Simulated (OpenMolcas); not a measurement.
**W³⁺ among point charges: CASSCF levels and susceptibility**

How does a field of 6 point charges split the states of W³⁺, and what χT follows?

Method: state-averaged CASSCF, spin-orbit coupling by RASSI with atomic mean-field integrals. Code: OpenMolcas 26.06.

1 further run of the same task is left out (it didn't finish).

**1. Starting point**

* Species: W³⁺ (tungsten, Z = 74, 71 electrons)
* Basis: ANO-RCC-VDZP [7s6p4d2f1g], 68 functions
* Scalar Hamiltonian: DKH2, point nucleus
* Inactive shells: 1s 2s 2p 3s 3p 3d 4s 4p 4d 4f 5s 5p
* Active space: 3 electrons in 5 orbitals (5d)
* Some configurations of this space: 5d³
* Orbitals: optimised for each spin and parity, averaged over all roots

Outer shells as boxes (Hund's rule):

5d3
```
5d [↑ ][↑ ][↑ ][  ][  ]
```

The ion sits among 6 point charges of -1.7 e arranged as a trigonal antiprism (D3d), 2.07 Å from the ion, with a polar angle of 52.0° against the regular 54.74°. The active orbitals were held to one l.

The work runs as a chain of OpenMolcas steps in one folder; each step below is one input file. Labels, J, g values, rates, χT and fits are worked out afterwards by a script from the matrices that RASSI stores. The input lists half of the charges; inversion (Group=XYZ) makes the rest.

**2. Basis and integrals**

File a.inp:

```
&GATEWAY
Coord
1

W 0.0 0.0 0.0
Basis=ANO-RCC-VDZP
Group=XYZ
NoMove
AngMom=0.0 0.0 0.0
AMFI
XField
3 Angstrom 0
0.000000 1.631156 1.274453 -1.700000
1.412623 -0.815578 1.274453 -1.700000
1.412623 0.815578 -1.274453 -1.700000
&SEWARD
```

Started as:

```
> OMP_NUM_THREADS=1 MOLCAS_MEM=1689 MOLCAS_PROJECT=a pymolcas a.inp > a.log
```

Output:

```text
Basis set label: W.ANO-RCC...7S6P4D2F1G.

      Electronic valence basis set:
      ------------------
      Associated Effective Charge  74.000000 au
      Associated Actual Charge     74.000000 au
      Nuclear Model: Point charge

      Shell  nPrim  nBasis  Cartesian Spherical Contaminant
         s      24       7        X
         p      21       6        X
         d      15       4                 X
         f      11       2                 X
         g       4       1                 X
                  Relativistic Douglas-Kroll-Hess integrals:
                    - DKH order of Hamiltonian: 2
                    - DKH order of Properties : 0
                  Atomic mean-field integrals
```

**3. CASSCF: quartets of even parity, 10 roots**

File a.inp:

```
&RASSCF
FileOrb=start.orb
Symmetry=1
Spin=4
nActEl=3 0 0
Inactive=15 19
Ras2=5 0
CIRoot=10 10 1
SDav=10
CIMx=300
Iter=120 100
PrWF=0.3
OrbListing=Nothing
MaxOrb=0
SupSym
1
20 4 5 6 7 8 10 11 12 13 14 16 17 18 19 20 23 24 25 26 27
0
>>> COPY $Project.JobIph JOB001
```

start.orb holds the contracted functions of the basis, ordered by shell, or the orbitals of the step before.

Output, shortened:

```text
[...]
      Number of active orbitals                  5
[...]
      Spin quantum number                      1.5
[...]
      Active orbitals                            5   0
[...]
      Number of CSFs                            10
      Number of root(s) required                10
[...]
      Convergence after  9 iterations
[...]
      Natural orbitals and occupation numbers for root  1
      sym 1:   0.999635   0.000365   0.999635   0.000365   1.000000
      Natural orbitals and occupation numbers for root  2
      sym 1:   0.833891   0.166109   1.000000   0.833891   0.166109
      Natural orbitals and occupation numbers for root  3
      sym 1:   0.833890   0.833890   0.166110   0.166110   1.000000
::    RASSCF root number  1 Total energy: -16133.58915053
::    RASSCF root number  2 Total energy: -16133.52578304
::    RASSCF root number  3 Total energy: -16133.52578301
[...]
::    RASSCF root number  7 Total energy: -16133.48729219
::    RASSCF root number  8 Total energy: -16133.44385114
::    RASSCF root number  9 Total energy: -16133.44385106
::    RASSCF root number 10 Total energy: -16133.41444313
```

**4. Reference wave functions, doublets of even parity, 40 roots**

File a.inp:

```
&RASSCF
FileOrb=start.orb
Symmetry=1
Spin=2
nActEl=3 0 0
Inactive=15 19
Ras2=5 0
CIRoot=40 40 1
SDav=40
CIMx=300
Iter=120 100
PrWF=0.3
OrbListing=Nothing
MaxOrb=0
SupSym
1
20 4 5 6 7 8 10 11 12 13 14 16 17 18 19 20 23 24 25 26 27
0
>>> COPY $Project.JobIph JOB002
```

Started as:

```
> OMP_NUM_THREADS=1 MOLCAS_MEM=1689 MOLCAS_PROJECT=a pymolcas a.inp > a.log
```

Output, shortened:

```text
[...]
      Number of active orbitals                  5
[...]
      Spin quantum number                      0.5
[...]
      Active orbitals                            5   0
[...]
      Number of CSFs                            40
      Number of root(s) required                40
[...]
      Convergence after  7 iterations
[...]
      Natural orbitals and occupation numbers for root  1
      sym 1:   1.366024   0.006351   0.980220   0.030556   0.616849
      Natural orbitals and occupation numbers for root  2
      sym 1:   1.344222   1.022846   0.028763   0.008963   0.595206
      Natural orbitals and occupation numbers for root  3
      sym 1:   0.994406   0.014689   1.230715   0.012245   0.747944
::    RASSCF root number  1 Total energy: -16133.53062039
::    RASSCF root number  2 Total energy: -16133.53062038
::    RASSCF root number  3 Total energy: -16133.52786361
[...]
::    RASSCF root number 27 Total energy: -16133.38406067
::    RASSCF root number 28 Total energy: -16133.38131424
::    RASSCF root number 29 Total energy: -16133.37747381
::    RASSCF root number 30 Total energy: -16133.37747376
```

**5. State interaction with spin-orbit coupling**

File a.inp:

```
&RASSI
NrOfJobIphs=2 10 40
1 2 3 4 5 6 7 8 9 10
1 2 3 4 5 6 7 8 9 10 11 12 13 14 15 16 17 18 19 20 21 22 23 24 25 26 27
28 29 30 31 32 33 34 35 36 37 38 39 40
IphNames
JOB001
JOB002
EJob
SpinOrbit
DIPRint=1.0
SOCoupling=1000.0
Subsets=2
Property=9
'ANGMOM' 1 'ANGMOM' 2 'ANGMOM' 3 'MLTPL  1' 1 'MLTPL  1' 2 'MLTPL  1' 3
'AMFI' 1 'AMFI' 2 'AMFI' 3
SOProperty=3
'ANGMOM' 1 'ANGMOM' 2 'ANGMOM' 3
```

Output:

```text
SPIN-FREE ENERGIES:
  (Shifted by EMIN (a.u.) =     -16133.5891505295)

 SF State       Relative EMIN(au)   Rel lowest level(eV)    D:o, cm**(-1)      L_eff

     1             0.0000000000        0.0000000000              0.0000         3.0
    11             0.0585301389        1.5926862162          12845.8807         3.9
    12             0.0585301480        1.5926864646          12845.8827         3.9
    13             0.0612869229        1.6677021318          13450.9248         4.0
    14             0.0612869406        1.6677026115          13450.9287         4.0
     2             0.0633674866        1.7243171524          13907.5558         2.9
     3             0.0633675190        1.7243180337          13907.5629         2.9
    15             0.0663747352        1.8061485578          14567.5706         3.7
     4             0.0732037365        1.9919751473          16066.3631         3.0
    16             0.0846609056        2.3037406020          18580.9210         3.4
     5             0.0963185526        2.6209613377          21139.4788         2.5
    17             0.0965354430        2.6268632253          21187.0808         3.7
    18             0.0965354484        2.6268633729          21187.0820         3.7
     6             0.1018582991        2.7717055197          22355.3127         2.2
     7             0.1018583429        2.7717067123          22355.3223         2.2
    19             0.1164468397        3.1686799310          25557.1272         4.0
    20             0.1233750153        3.3572051946          27077.6860         4.1
    21             0.1233750573        3.3572063366          27077.6952         4.1
    22             0.1239669500        3.3733125572          27207.6006         3.9
    23             0.1286260547        3.5000932565          28230.1559         4.0
    24             0.1286260791        3.5000939207          28230.1613         4.0
    25             0.1360190594        3.7012671617          29852.7329         4.5
    26             0.1436901616        3.9100084869          31536.3452         4.1
    27             0.1436901664        3.9100086169          31536.3463         4.1
     8             0.1452993932        3.9537979092          31889.5308         2.2
     9             0.1452994647        3.9537998564          31889.5465         2.2
    28             0.1547821035        4.2118356013          33970.7451         3.2
    29             0.1547821247        4.2118361799          33970.7498         3.2
    30             0.1555616798        4.2330489529          34141.8423         3.9
    31             0.1701062035        4.6288256070          37333.9963         2.8
    32             0.1701062590        4.6288271177          37334.0085         2.8
    10             0.1747073947        4.7540303972          38343.8410         1.8
    33             0.1773800962        4.8267583092          38930.4312         2.8
    34             0.1827265213        4.9722419484          40103.8359         3.1
    35             0.1958124034        5.3283269400          42975.8550         4.4
    36             0.1958124500        5.3283282084          42975.8653         4.4
    37             0.2050898607        5.5807794137          45012.0216         3.5
    38             0.2078362923        5.6555136266          45614.7936         4.5
    39             0.2116767173        5.7600169139          46457.6695         3.6
    40             0.2116767667        5.7600182576          46457.6803         3.6
Eigenvalues of complex Hamiltonian:
   -----------------------------------
  (Shifted by EMIN (a.u.) =     -16133.5891505295)

 SO State       Relative EMIN(au)   Rel lowest level(eV)    D:o, cm**(-1)     J-value

     1            -0.0100328522        0.0000000000              0.0000         2.4
     2            -0.0100328522        0.0000000000              0.0000         2.4
     3            -0.0079523340        0.0566137858            456.6210         2.3
     4            -0.0079523340        0.0566137858            456.6210         2.3
     5             0.0361528081        1.2567758422          10136.5808         2.8
     6             0.0361528081        1.2567758422          10136.5808         2.8
     7             0.0420486271        1.4172092497          11430.5635         2.4
     8             0.0420486271        1.4172092497          11430.5635         2.4
     9             0.0495851385        1.6222881744          13084.6365         2.8
    10             0.0495851385        1.6222881744          13084.6365         2.8
    11             0.0498230029        1.6287607939          13136.8417         2.9
    12             0.0498230029        1.6287607939          13136.8417         2.9
    13             0.0523598578        1.6977921319          13693.6170         2.8
    14             0.0523598578        1.6977921319          13693.6170         2.8
    15             0.0578320256        1.8466974036          14894.6190         2.7
    16             0.0578320256        1.8466974036          14894.6190         2.7
    17             0.0611679318        1.9374720345          15626.7658         2.7
    18             0.0611679318        1.9374720345          15626.7658         2.7
    19             0.0615021277        1.9465659689          15700.1133         2.9
    20             0.0615021277        1.9465659689          15700.1133         2.9
    21             0.0692864863        2.1583891589          17408.5826         2.4
    22             0.0692864863        2.1583891589          17408.5826         2.4
    23             0.0710375123        2.2060370021          17792.8884         2.5
    24             0.0710375123        2.2060370021          17792.8884         2.5
    25             0.0738235928        2.2818501161          18404.3624         2.5
    26             0.0738235928        2.2818501161          18404.3624         2.5
    27             0.0805186765        2.4640326224          19873.7634         2.7
    28             0.0805186765        2.4640326224          19873.7634         2.7
    29             0.0904451655        2.7341461505          22052.3759         3.0
    30             0.0904451655        2.7341461505          22052.3759         3.0
    31             0.0906613416        2.7400286022          22099.8211         2.6
    32             0.0906613416        2.7400286022          22099.8211         2.6
    33             0.0953937194        2.8688031627          23138.4580         2.7
    34             0.0953937194        2.8688031627          23138.4580         2.7
    35             0.1019886957        3.0482616099          24585.8879         2.4
    36             0.1019886957        3.0482616099          24585.8879         2.4
    37             0.1047047183        3.1221683490          25181.9860         2.7
    38             0.1047047183        3.1221683490          25181.9860         2.7
    39             0.1048324206        3.1256433049          25210.0134         2.6
    40             0.1048324206        3.1256433049          25210.0134         2.6
    41             0.1071625070        3.1890481852          25721.4083         2.5
Weights of the five most important spin-orbit-free states for each spin-orbit state.

 SO State  Total energy (au)           Spin-free states, spin, and weights
 -------------------------------------------------------------------------------------------------------
    1        -0.010033       1 1.5  0.8625    2 1.5  0.0377    3 1.5  0.0377   16 0.5  0.0315   11 0.5  0.0031
    2        -0.010033       1 1.5  0.8625    2 1.5  0.0377    3 1.5  0.0377   16 0.5  0.0315   11 0.5  0.0031
    3        -0.007952       1 1.5  0.8996    4 1.5  0.0297    3 1.5  0.0162    2 1.5  0.0162   18 0.5  0.0110
    4        -0.007952       1 1.5  0.8996    4 1.5  0.0297    3 1.5  0.0162    2 1.5  0.0162   18 0.5  0.0110
    5         0.036153      11 0.5  0.1995   12 0.5  0.1995    2 1.5  0.1414    3 1.5  0.1414   14 0.5  0.0446
    6         0.036153      11 0.5  0.1995   12 0.5  0.1995    2 1.5  0.1414    3 1.5  0.1414   14 0.5  0.0446
    7         0.042049      12 0.5  0.2273   11 0.5  0.2273    4 1.5  0.1368    3 1.5  0.0844    2 1.5  0.0844
    8         0.042049      12 0.5  0.2273   11 0.5  0.2273    4 1.5  0.1368    3 1.5  0.0844    2 1.5  0.0844
    9         0.049585      13 0.5  0.3232   14 0.5  0.3232    5 1.5  0.0705    2 1.5  0.0420    3 1.5  0.0420
   10         0.049585      13 0.5  0.3232   14 0.5  0.3232    5 1.5  0.0705    2 1.5  0.0420    3 1.5  0.0420
   11         0.049823      15 0.5  0.2568   14 0.5  0.1668   13 0.5  0.1667   11 0.5  0.1066   12 0.5  0.1066
   12         0.049823      15 0.5  0.2568   14 0.5  0.1668   13 0.5  0.1667   11 0.5  0.1066   12 0.5  0.1066
```

These steps took 11 s in all on 1 thread of Arm Neoverse V1, shared host.

Spin-free states, with their symmetry labels:

| state | degeneracy | E (cm-1) | free-ion L (%) |
| --- | --- | --- | --- |
| 4A2 | 1 | 0 | F (99) |
| 2E | 2 | 12846 | G (57) |
| 2E | 2 | 13451 | H (38) |
| 4E | 2 | 13908 | F (97) |
| 2A2 | 1 | 14568 | G (36) |
| 4A1 | 1 | 16066 | F (100) |
| 2A1 | 1 | 18581 | D (53) |
| 4A2 | 1 | 21139 | F (69) |
| 2E | 2 | 21187 | D (41) |
| 4E | 2 | 22355 | F (52) |
| 2A1 | 1 | 25557 | G (96) |
| 2E | 2 | 27078 | H (53) |
| 2A2 | 1 | 27208 | H (39) |
| 2E | 2 | 28230 | G (53) |
| 2A1 | 1 | 29853 | H (50) |
| 2E | 2 | 31536 | H (58) |
| 4E | 2 | 31890 | F (51) |
| 2E | 2 | 33971 | P (33) |
| 2A2 | 1 | 34142 | H (53) |
| 2E | 2 | 37334 | F (41) |
| 4A2 | 1 | 38344 | P (68) |
| 2A1 | 1 | 38930 | F (72) |
| 2A2 | 1 | 40104 | F (95) |
| 2E | 2 | 42976 | H (53) |

With spin-orbit coupling:

| E (cm-1) | Degeneracy | Label | 2S+1 | g |
| --- | --- | --- | --- | --- |
| 0.0 | 2 | E1/2 | 4 | 1.61 2.50 2.50 |
| 456.6 | 2 | E3/2 | 4 | 0.00 0.00 4.51 |
| 10137 | 2 | E1/2 | 2 | 0.56 0.56 2.49 |
| 11431 | 2 | E3/2 | 2 | 0.00 0.00 3.75 |
| 13085 | 2 | E3/2 | 2 | 0.00 0.00 2.07 |
| 13137 | 2 | E1/2 | 2 | 0.07 0.07 3.54 |
| 13694 | 2 | E1/2 | 2 | 0.09 1.35 1.35 |
| 14895 | 2 | E1/2 | 4 | 0.22 0.22 1.18 |
| 15627 | 2 | E3/2 | 4 | 0.00 0.00 2.58 |
| 15700 | 2 | E1/2 | 4 | 0.24 1.72 1.72 |
| 17409 | 2 | E1/2 | 4 | 0.08 0.08 3.79 |
| 17793 | 2 | E3/2 | 4 | 0.00 0.00 1.12 |
| 18404 | 2 | E1/2 | 4 | 0.39 2.70 2.70 |
| 19874 | 2 | E1/2 | 2 | 0.76 0.76 1.68 |
| 22052 | 2 | E1/2 | 2 | 0.22 0.22 2.96 |
| 22100 | 2 | E3/2 | 2 | 0.00 0.00 1.83 |
| 23138 | 2 | E1/2 | 4 | 3.08 3.40 3.40 |
| 24586 | 2 | E1/2 | 4 | 1.38 1.38 3.02 |
| 25182 | 2 | E3/2 | 4 | 0.00 0.00 0.98 |
| 25210 | 2 | E1/2 | 4 | 1.17 1.75 1.75 |
| 25721 | 2 | E3/2 | 4 | 0.00 0.00 5.08 |
| 27182 | 2 | E1/2 | 2 | 0.03 0.03 4.44 |
| 27357 | 2 | E1/2 | 2 | 0.97 0.97 1.93 |
| 27950 | 2 | E1/2 | 2 | 0.81 2.21 2.21 |

The table of states holds 24 of 33 computed; the rest, higher up, is left out. Principal g values are given for doublets only; a zero marks a field direction without first-order Zeeman splitting.

Powder χT (cm³ K/mol): 0.47 at 2 K, 0.48 at 5 K, 0.48 at 10 K, 0.49 at 20 K, 0.53 at 50 K, 0.58 at 100 K, 0.64 at 150 K, 0.69 at 200 K, 0.73 at 250 K, 0.77 at 300 K.

Orbitals of the lowest block (energies include the constant potential of the surroundings):

| shell | space | energy (hartree) | mean occupation | ⟨r²⟩ (bohr²) |
| --- | --- | --- | --- | --- |
| 1s | inactive | -2562.0910 | 2.000 | 0.000431 |
| 2s | inactive | -446.4373 | 2.000 | 0.00704 |
| 2p | inactive | -391.7766 | 6.000 | 0.00582 |
| 3s | inactive | -103.9446 | 2.000 | 0.0460 |
| 3p | inactive | -87.3557 | 6.000 | 0.0466 |
| 3d | inactive | -67.4814 | 10.000 | 0.0390 |
| 4s | inactive | -21.4350 | 2.000 | 0.229 |
| 4p | inactive | -15.8647 | 6.000 | 0.259 |
| 4d | inactive | -8.5148 | 10.000 | 0.304 |
| 4f | inactive | -0.3336 | 14.000 | 0.445 |
| 5s | inactive | -1.9256 | 2.000 | 1.31 |
| 5p | inactive | -0.4161 | 6.000 | 1.74 |
| 5d | RAS2 |  | 3.000 | 4.00 |

**6. Outcome**

| quantity | value |
| --- | --- |
| method | CASSCF |
| spin-free ground state | 4A2, 1-fold in its orbital part |
| first state of the same spin within the active space | 4E at 13900 cm⁻¹ |
| lowest level | 2-fold E1/2, g = 1.61, 2.50, 2.50 |
| next level | 456.6 cm⁻¹ |
| χT at 300 K | 0.77 cm³ K/mol |
| effective moment at 300 K | 2.48 μB |

What this shows: The spin-free ground state (4A2) comes to 99 % from free-ion F terms and keeps the highest spin of the shell. χT at 300 K is 0.77, against 1.88 cm³ K/mol for the spin alone, so spin-orbit coupling lowers it. The field of point charges can differ much from that of real complexes. This is an electrostatic model: the charges have no orbitals.
